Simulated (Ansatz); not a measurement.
**F2H6OSi (built from SMILES F.F[SiH3].O): search for a transition state**

Is there a first-order saddle for this ligand exchange through a proton shuttle, which should form Si1–O7, H6–F9, F2–H8 and break Si1–F2, H6–O7, H8–F9, and which two structures does it connect?

The runs use Ansatz 0.2.0, Gaussian basis; PBE0-D4, def2-SVP first, then def2-TZVP.

41 further runs of the same task are left out: 41 set aside as unsound or not needed.

## 1. The system as given

The guess: 10 atoms, charge 0, spin multiplicity 1.

Atoms are counted from 1 here; the program's logs count them from 0.

Bond lengths: Si1–H3 1.484 Å, Si1–H4 1.450 Å, Si1–H5 1.458 Å, O7–H10 0.954 Å. Angles: H3–Si1–H4 103.0°, H3–Si1–H5 102.2°, H4–Si1–H5 140.0°.

Coordinates:

| atom | x (Å) | y (Å) | z (Å) |
| --- | --- | --- | --- |
| Si1 | -0.7069 | 0.4714 | -0.9067 |
| F2 | -0.0136 | -1.3866 | -0.6220 |
| H3 | -1.1292 | 1.8937 | -0.9339 |
| H4 | 0.2555 | 0.3958 | -1.9880 |
| H5 | -1.9139 | -0.1987 | -0.4371 |
| H6 | 1.0466 | -0.1955 | 1.1444 |
| O7 | 0.4378 | 0.8538 | 0.7677 |
| H8 | 0.7568 | -1.6187 | 0.2640 |
| F9 | 1.4035 | -1.3412 | 1.2331 |
| H10 | -0.1367 | 1.1262 | 1.4784 |

Distances that are to change: Si1–O7 2.06 Å, H6–F9 1.20 Å, F2–H8 1.20 Å, Si1–F2 2.00 Å, H6–O7 1.27 Å, H8–F9 1.20 Å.

## 2. Relaxing the guess with the reacting distances held

hold/in.yaml

```yaml
crystal:
  periodic: [false, false, false]
  atoms:
    - {symbol: Si, position_ang: [-0.706900, 0.471400, -0.906700]}
    - {symbol: F, position_ang: [-0.013600, -1.386600, -0.622000]}
    - {symbol: H, position_ang: [-1.129200, 1.893700, -0.933900]}
    - {symbol: H, position_ang: [0.255500, 0.395800, -1.988000]}
    - {symbol: H, position_ang: [-1.913900, -0.198700, -0.437100]}
    - {symbol: H, position_ang: [1.046600, -0.195500, 1.144400]}
    - {symbol: O, position_ang: [0.437800, 0.853800, 0.767700]}
    - {symbol: H, position_ang: [0.756800, -1.618700, 0.264000]}
    - {symbol: F, position_ang: [1.403500, -1.341200, 1.233100]}
    - {symbol: H, position_ang: [-0.136700, 1.126200, 1.478400]}
basis:
  gaussian: {orbitals: def2-SVP}
hamiltonian: {xc: pbe0, dispersion: d4}
relax: {f_tol: 0.08, max_steps: 120, escape_saddle: false, constraints: [{distance: [0, 6]}, {distance: [5, 8]}, {distance: [1, 7]}, {distance: [0, 1]}, {distance: [5, 6]}, {distance: [7, 8]}]}
```

No record of the launch command was kept for these runs.

The runs that follow: Saddle search in the small basis; Saddle search in triple zeta; Vibrations at the point found; Relaxing after a step of 0.30 Å one way along the mode; Relaxing after a step of 0.30 Å the other way along the mode.

What does the calculation give? Wanted: imaginary mode; barrier from the start side; barrier from the end side; energy of the step; pairs that change; zero-point energy at the saddle.

**Answer**, as computed:

| quantity | value |
| --- | --- |
| imaginary mode | 531i cm⁻¹ |
| barrier from the start side | 0.698 eV |
| barrier from the end side | 0.517 eV |
| energy of the step | +0.181 eV |
| pairs that change | Si1–O7 formed, F2–H8 formed, H6–F9 formed, Si1–F2 broken, H6–O7 broken, H8–F9 broken |
| zero-point energy at the saddle | 1.706 eV |

One imaginary mode, 531i cm⁻¹, makes this a first-order saddle. Going downhill both ways gives the intended start and end. At PBE0-D4/def2-TZVP the electronic barrier is 0.698 eV, about 27 kT at 298 K, and the step runs 0.181 eV uphill. A step off the saddle overshot and began above it in energy, so the link to its end is likely but not proven. The ends are the nearest minima, not always the lowest complexes.
